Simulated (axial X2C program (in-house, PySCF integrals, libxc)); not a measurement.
**All-electron X2C curves of PbO**

Aim: find the lowest determinant of PbO, scan the bond at several levels and fit the constants, once spin-free and once with spin–orbit coupling.

Computed with an in-house X2C program for linear molecules on PySCF integrals. Level: all-electron X2C, Pb dyall-v3z, O dyall-v3z.

All values are calculated.

### Step 1. Set-up

task.json

```json
{
 "zs": [
  82,
  8
 ],
 "q": 0,
 "bas": [
  "dyall-v3z",
  "dyall-v3z"
 ],
 "levels": [
  "PBE0",
  "HF",
  "PBE50",
  "TPSS"
 ],
 "cc": false,
 "r0": 1.92,
 "npts": 10,
 "nst": 2,
 "ntry": 6,
 "opt": {
  "pick": 3
 }
}
```

Keys: zs atomic numbers; q charge; bas basis sets; levels methods (HF also brings MP2); cc coupled cluster on or off; r0 starting distance in Å; npts points asked for on the curve; nst determinants followed; ntry starts of the search; pick rank of the determinant followed.

On the command line:

```console
$ python so2c.py task.json out
```

Spin-free means the one-electron spin-free X2C Hamiltonian; two-component (2c) means X2C with spin–orbit coupling and atomic mean-field two-electron Coulomb and Gaunt terms. Basis: Pb dyall-v3z contracted to [12s14p10d6f], O dyall-v3z contracted to [6s5p2d1f]; Gaussian nuclei, density fitting. Masses: Pb 207.977 u, O 15.995 u.

Notation: σ, π±, δ± give the projection m of an orbital's angular momentum (0, ±1, ±2), α and β its spin, Λ and M_S the sums; ω is the projection of a spinor's total angular momentum and Ω the sum. Logs are in hartree.

The results follow Hamiltonian by Hamiltonian and level by level.

### Step 2. Which state to follow

Determinants are compared with PBE0 at 1.920 Å.

Spin-free determinants:

| ΔE (eV) | state | open shells |
| --- | --- | --- |
| 0.00 | M_S = 1, Λ = 1 | beyond closed shells: σα, π+α |
| 0.15 | M_S = 0, Λ = 2 | beyond closed shells: π+α, 2 × π+β, π-α |
| 0.15 | M_S = 0, Λ = 1 | beyond closed shells: σα, π+β |
| -2.67 | M_S = 0, Λ = 0 | closed shell |
| -0.01 | M_S = 1, Λ = 2 | beyond closed shells: 2 × π+α, π+β, π-α |
| -0.01 | M_S = 1, Λ = 0 | beyond closed shells: π+α, π+β, 2 × π-α |

Two-component determinants:

```csv
ΔE (eV),state,open shells
0.00,Ω = 2,"excess of +ω over −ω: ω = 1/2, ω = 3/2"
0.76,Ω = 3,excess of +ω over −ω: 2 × ω = 3/2
0.83,Ω = 2,"excess of +ω over −ω: ω = 1/2, ω = 3/2"
0.84,Ω = 1,"excess of +ω over −ω: ω = -1/2, ω = 3/2"
-2.40,Ω = 0,closed shell
-0.16,Ω = 1,"excess of +ω over −ω: ω = -1/2, ω = 3/2"
-0.08,Ω = 1,excess of +ω over −ω: 2 × ω = 1/2
```

### Step 3. PBE0, spin-free

State followed: M_S = 1, Λ = 1 (beyond closed shells: σα, π+α). The scan is laid around 1.910 Å, a first estimate of the minimum, and this SCF restarts from the orbitals of the search.

Output at 1.910 Å:

```text
spin-free X2C-1e  PBE0
basis functions 184  fitting functions 1073  grid points 5078
iter        total energy     max residual
   1     -20961.095879014     3.88e+00
   2     -20961.127038938     1.94e-03
   3     -20961.126931665     3.70e-03
   4     -20961.127077556     7.24e-04
   5     -20961.127083425     2.42e-04
   6     -20961.127083824     3.64e-05
   7     -20961.127083858     1.31e-05
   8     -20961.127083864     9.76e-06
   9     -20961.127083865     1.15e-06
converged
one-electron -29037.94047771  Coulomb 8298.49943894  exact exchange -99.32055112  xc functional -304.11431615  nuclear repulsion 181.74882218
```

Along the bond, energies from the lowest point:

| R (Å) | E (eV) | μ (D) | HOMO (eV) | LUMO (eV) | iterations |
| --- | --- | --- | --- | --- | --- |
| 1.662 | 2.0597 | -2.12 | -4.07 | -4.98 | 12 |
| 1.738 | 1.1090 | -2.41 | -4.19 | -5.00 | 11 |
| 1.795 | 0.6425 | -2.64 | -4.28 | -4.97 | 11 |
| 1.853 | 0.3315 | -2.87 | -4.37 | -4.91 | 11 |
| 1.910 | 0.1385 | -3.13 | -4.46 | -4.83 | 9 |
| 1.977 | 0.0251 | -3.43 | -4.56 | -4.72 | 11 |
| 2.044 | 0.0000 | -3.76 | -4.67 | -4.60 | 11 |
| 2.130 | 0.0584 | -4.19 | -4.80 | -4.44 | 11 |
| 2.235 | 0.2198 | -4.73 | -4.96 | -4.25 | 11 |
| 2.388 | 0.5487 | -5.50 | -5.19 | -4.01 | 11 |

Dipoles are positive if O is the positive end.

Re = 2.033 Å, ωe = 522 cm⁻¹, ωexe = 2.6 cm⁻¹, Be = 0.2746 cm⁻¹, De = 2.14 eV, μ = -3.70 D.

### Step 4. HF, spin-free

Output at 1.910 Å:

```text
spin-free X2C-1e  HF
basis functions 184  fitting functions 1073  grid points 5078
iter        total energy     max residual
   1     -20954.974421063     6.19e-01
   2     -20955.018001684     1.22e-02
   3     -20955.020619444     9.38e-03
   4     -20955.021222374     4.34e-03
   5     -20955.021573032     2.33e-03
   6     -20955.021730200     9.73e-04
   7     -20955.021760590     5.27e-04
   8     -20955.021769551     1.58e-04
   9     -20955.021770825     5.48e-05
  10     -20955.021770950     3.12e-05
  11     -20955.021770985     1.56e-05
  12     -20955.021770992     6.48e-06
  13     -20955.021770994     4.08e-06
  14     -20955.021770994     1.93e-06
converged
one-electron -29038.78582403  Coulomb 8299.51570612  exact exchange -397.50047526  xc functional 0.00000000  nuclear repulsion 181.74882218
```

Re = 2.077 Å, ωe = 513 cm⁻¹, ωexe = 2.52 cm⁻¹, Be = 0.2632 cm⁻¹, De = -0.031 eV, μ = -4.34 D.

### Step 5. PBE50, spin-free

The SCF at the reference distance of 1.910 Å:

```text
spin-free X2C-1e  PBE50
basis functions 184  fitting functions 1073  grid points 5078
iter        total energy     max residual
   1     -20960.834553758     2.09e-01
   2     -20960.839966788     7.03e-03
   3     -20960.839976537     7.99e-03
   4     -20960.840424951     1.42e-03
   5     -20960.840442528     1.19e-03
   6     -20960.840460020     3.81e-04
   7     -20960.840464182     1.08e-04
   8     -20960.840464444     2.90e-05
   9     -20960.840464493     1.05e-05
  10     -20960.840464497     2.94e-06
  11     -20960.840464497     1.62e-06
converged
one-electron -29039.28147311  Coulomb 8299.91298002  exact exchange -198.69106316  xc functional -204.52973043  nuclear repulsion 181.74882218
```

Re = 2.026 Å, ωe = 539 cm⁻¹, ωexe = 2.57 cm⁻¹, Be = 0.2765 cm⁻¹, De = 1.68 eV, μ = -3.87 D.

### Step 6. TPSS, spin-free

Output at 1.910 Å:

```text
spin-free X2C-1e  TPSS
basis functions 184  fitting functions 1073  grid points 5078
iter        total energy     max residual
   1     -20960.677926848     1.69e-01
   2     -20960.680399538     1.63e-02
   3     -20960.676191487     1.95e-02
   4     -20960.677232943     2.04e-02
   5     -20960.681456645     2.12e-03
   6     -20960.681501853     3.59e-04
   7     -20960.681503257     1.08e-04
   8     -20960.681503414     2.03e-05
   9     -20960.681503422     2.14e-05
  10     -20960.681503426     1.83e-06
  11     -20960.681503426     2.72e-07
converged
one-electron -29035.73965569  Coulomb 8296.23298618  exact exchange 0.00000000  xc functional -402.92365609  nuclear repulsion 181.74882218
```

Re = 2.038 Å, ωe = 517 cm⁻¹, ωexe = 2.91 cm⁻¹, Be = 0.2733 cm⁻¹, De = 2.41 eV, μ = -3.50 D.

### Step 7. Correlated methods, spin-free

Correlated methods: 20 electrons correlated (frozen shells, counted by type: Pb 5 s, 4 p, 2 d, 1 f; O 1 s), 198 virtual spinors in MP2.

MP2: Re = 2.039 Å, ωe = 525 cm⁻¹, Be = 0.273 cm⁻¹, De = 1.96 eV.

### Step 8. A higher determinant, spin-free

State: M_S = 0, Λ = 2 (beyond closed shells: π+α, 2 × π+β, π-α).

Output at the reference distance:

```text
spin-free X2C-1e  PBE0
basis functions 184  fitting functions 1073  grid points 5078
iter        total energy     max residual
   1     -20961.088363952     4.07e+00
   2     -20961.120480829     1.67e-03
   3     -20961.120471273     2.12e-03
   4     -20961.120508452     4.44e-04
   5     -20961.120510452     1.55e-04
   6     -20961.120510730     2.51e-05
   7     -20961.120510737     6.25e-06
   8     -20961.120510737     2.20e-06
converged
one-electron -29039.12040334  Coulomb 8299.69876544  exact exchange -99.32973351  xc functional -304.11796151  nuclear repulsion 181.74882218
```

| R (Å) | E above the lowest PBE0 point (eV) |
| --- | --- |
| 1.662 | 3.438 |
| 1.738 | 2.027 |
| 1.795 | 1.271 |
| 1.853 | 0.716 |
| 1.910 | 0.317 |
| 1.977 | 0.008 |
| 2.044 | -0.174 |
| 2.130 | -0.270 |
| 2.235 | -0.243 |

No constants are quoted: too few points lie around the minimum for a second fit to confirm the first.

### Step 9. The spin-free curves together

Energy (eV) of the followed determinant, spin-free, from each level's lowest point:

| R (Å) | PBE0 | HF | MP2 | PBE50 | TPSS |
| --- | --- | --- | --- | --- | --- |
| 1.662 | 2.060 | 2.577 | 2.067 | 2.044 | 2.132 |
| 1.738 | 1.109 | 1.477 | 1.136 | 1.096 | 1.154 |
| 1.795 | 0.643 | 0.913 | 0.671 | 0.629 | 0.672 |
| 1.853 | 0.331 | 0.518 | 0.354 | 0.319 | 0.350 |
| 1.910 | 0.139 | 0.255 | 0.154 | 0.128 | 0.150 |
| 1.977 | 0.025 | 0.076 | 0.032 | 0.019 | 0.030 |
| 2.044 | 0.000 | 0.000 | 0.000 | 0.000 | 0.000 |
| 2.130 | 0.058 | 0.010 | 0.054 | 0.070 | 0.053 |
| 2.235 | 0.220 | 0.133 | 0.215 | 0.248 | 0.205 |
| 2.388 | 0.549 | 0.432 | 0.557 | 0.606 | 0.517 |

### Step 10. PBE0, 2c

State followed: Ω = 2 (excess of +ω over −ω: ω = 1/2, ω = 3/2). The scan is laid around 1.910 Å, a first estimate of the minimum, and this SCF restarts from the orbitals of the search.

The SCF at the reference distance of 1.910 Å:

```text
two-component X2C + atomic mean field  PBE0
basis functions 184  fitting functions 1073  grid points 5078
iter        total energy     max residual
   1     -20967.149283856     4.15e+00
   2     -20967.181571053     1.68e-03
   3     -20967.181561850     2.10e-03
   4     -20967.181598121     4.49e-04
   5     -20967.181600167     1.58e-04
   6     -20967.181600457     2.54e-05
   7     -20967.181600465     6.74e-06
   8     -20967.181600466     2.70e-06
converged
one-electron -29023.49450191  Coulomb 8298.28630541  exact exchange -99.32671799  xc functional -304.19772635  nuclear repulsion 181.74882218  atomic mean-field constant -20.19778179
```

Along the bond, energies from the lowest point:

| R (Å) | E (eV) | μ (D) | HOMO (eV) | LUMO (eV) | iterations |
| --- | --- | --- | --- | --- | --- |
| 1.662 | 3.7411 | -0.27 | -4.19 | -6.24 | 11 |
| 1.738 | 2.3378 | -0.76 | -4.32 | -5.82 | 10 |
| 1.795 | 1.5836 | -1.13 | -4.41 | -5.51 | 10 |
| 1.853 | 1.0257 | -1.50 | -4.51 | -5.22 | 10 |
| 1.910 | 0.6226 | -1.85 | -4.60 | -4.95 | 8 |
| 1.977 | 0.3048 | -2.26 | -4.71 | -4.66 | 11 |
| 2.044 | 0.1122 | -2.66 | -4.82 | -4.39 | 11 |
| 2.130 | 0.0000 | -3.14 | -4.96 | -4.09 | 11 |
| 2.235 | 0.0046 | -3.69 | -5.12 | -3.79 | 11 |
| 2.388 | 0.1747 | -4.39 | -5.33 | -3.49 | 12 |

Dipoles are positive if O is the positive end.

No constants are quoted: too few points lie around the minimum for a second fit to confirm the first.

### Step 11. HF, 2c

The SCF at the reference distance of 1.910 Å:

```text
two-component X2C + atomic mean field  HF
basis functions 184  fitting functions 1073  grid points 5078
iter        total energy     max residual
   1     -20960.964028098     6.70e-01
   2     -20961.002854893     1.18e-02
   3     -20961.004073116     9.16e-03
   4     -20961.004323724     1.65e-03
   5     -20961.004386688     7.91e-04
   6     -20961.004403028     5.34e-04
   7     -20961.004407015     2.50e-04
   8     -20961.004408493     6.69e-05
   9     -20961.004408660     2.97e-05
  10     -20961.004408707     2.13e-05
  11     -20961.004408737     7.32e-06
  12     -20961.004408741     1.64e-06
  13     -20961.004408742     6.90e-07
converged
one-electron -29024.08063454  Coulomb 8299.01961611  exact exchange -397.49443070  xc functional 0.00000000  nuclear repulsion 181.74882218  atomic mean-field constant -20.19778179
```

No constants are quoted: too few points lie around the minimum for a second fit to confirm the first.

### Step 12. PBE50, 2c

Output at 1.910 Å:

```text
two-component X2C + atomic mean field  PBE50
basis functions 184  fitting functions 1073  grid points 5078
iter        total energy     max residual
   1     -20966.867639198     2.27e-01
   2     -20966.872446281     6.96e-03
   3     -20966.872471703     8.08e-03
   4     -20966.872711663     2.70e-04
   5     -20966.872713558     1.82e-04
   6     -20966.872714038     1.10e-04
   7     -20966.872714225     5.57e-05
   8     -20966.872714253     1.92e-05
   9     -20966.872714259     3.99e-06
  10     -20966.872714260     1.38e-06
converged
one-electron -29024.75858445  Coulomb 8299.61547720  exact exchange -198.69752234  xc functional -204.58312505  nuclear repulsion 181.74882218  atomic mean-field constant -20.19778179
```

No constants are quoted: too few points lie around the minimum for a second fit to confirm the first.

### Step 13. TPSS, 2c

Output at 1.910 Å:

```text
two-component X2C + atomic mean field  TPSS
basis functions 184  fitting functions 1073  grid points 5078
iter        total energy     max residual
   1     -20966.706598578     1.89e-01
   2     -20966.708937572     1.63e-02
   3     -20966.708288213     2.00e-02
   4     -20966.709666515     2.44e-03
   5     -20966.709712637     1.06e-03
   6     -20966.709725619     1.87e-04
   7     -20966.709726049     2.13e-05
   8     -20966.709726061     8.87e-06
   9     -20966.709726062     2.89e-06
converged
one-electron -29021.29497921  Coulomb 8296.02466508  exact exchange 0.00000000  xc functional -402.99045233  nuclear repulsion 181.74882218  atomic mean-field constant -20.19778179
```

No constants are quoted: too few points lie around the minimum for a second fit to confirm the first.

### Step 14. MP2, 2c

Correlated methods: 20 electrons correlated (frozen shells, counted by type: Pb 5 s, 4 p, 2 d, 1 f; O 1 s), 198 virtual spinors in MP2.

MP2: No constants are quoted: too few points lie around the minimum for a second fit to confirm the first.

### Step 15. A higher determinant, 2c

State: Ω = 3 (excess of +ω over −ω: 2 × ω = 3/2).

Output at the reference distance:

```text
two-component X2C + atomic mean field  PBE0
basis functions 184  fitting functions 1073  grid points 5078
iter        total energy     max residual
   1     -20967.121616414     4.10e+00
   2     -20967.153858691     1.65e-03
   3     -20967.153838372     2.35e-03
   4     -20967.153886397     5.27e-04
   5     -20967.153889291     1.97e-04
   6     -20967.153889667     1.94e-05
   7     -20967.153889677     4.59e-06
   8     -20967.153889677     1.15e-06
converged
one-electron -29021.94214498  Coulomb 8296.73173531  exact exchange -99.31876694  xc functional -304.17575346  nuclear repulsion 181.74882218  atomic mean-field constant -20.19778179
```

| R (Å) | E above the lowest PBE0 point (eV) |
| --- | --- |
| 1.662 | 4.348 |
| 1.738 | 2.993 |
| 1.795 | 2.273 |
| 1.853 | 1.748 |
| 1.910 | 1.377 |
| 1.977 | 1.095 |
| 2.044 | 0.937 |
| 2.130 | 0.869 |
| 2.235 | 0.925 |

No constants are quoted: too few points lie around the minimum for a second fit to confirm the first.

### Step 16. The 2c curves together

Energy (eV) of the followed determinant, 2c, from each level's lowest point:

| R (Å) | PBE0 | HF | MP2 | PBE50 | TPSS |
| --- | --- | --- | --- | --- | --- |
| 1.662 | 3.741 | 3.780 | 3.795 | 3.563 | 3.954 |
| 1.738 | 2.338 | 2.335 | 2.367 | 2.185 | 2.516 |
| 1.795 | 1.584 | 1.566 | 1.601 | 1.453 | 1.735 |
| 1.853 | 1.026 | 1.001 | 1.035 | 0.918 | 1.152 |
| 1.910 | 0.623 | 0.598 | 0.626 | 0.538 | 0.724 |
| 1.977 | 0.305 | 0.285 | 0.305 | 0.247 | 0.380 |
| 2.044 | 0.112 | 0.101 | 0.111 | 0.081 | 0.163 |
| 2.130 | 0.000 | 0.000 | 0.000 | 0.000 | 0.024 |
| 2.235 | 0.005 | 0.016 | 0.016 | 0.039 | 0.000 |
| 2.388 | 0.175 | 0.181 | 0.278 | 0.251 | 0.139 |

The whole job took 2.5 min on 1 thread, shared host.

### Step 17. Results

```json
{"Hamiltonian": "spin-free", "level": "PBE0", "Re (Å)": "2.033", "ωe (cm⁻¹)": "522", "De (eV)": "2.14"}
{"Hamiltonian": "spin-free", "level": "HF", "Re (Å)": "2.077", "ωe (cm⁻¹)": "513", "De (eV)": "-0.031"}
{"Hamiltonian": "spin-free", "level": "MP2", "Re (Å)": "2.039", "ωe (cm⁻¹)": "525", "De (eV)": "1.96"}
{"Hamiltonian": "spin-free", "level": "PBE50", "Re (Å)": "2.026", "ωe (cm⁻¹)": "539", "De (eV)": "1.68"}
{"Hamiltonian": "spin-free", "level": "TPSS", "Re (Å)": "2.038", "ωe (cm⁻¹)": "517", "De (eV)": "2.41"}
```

What this shows: One setting of the input is poor: an excited determinant was followed (a lower determinant stands in the search). The numbers above are not properties of PbO; the cure is to run again with the usual setting.
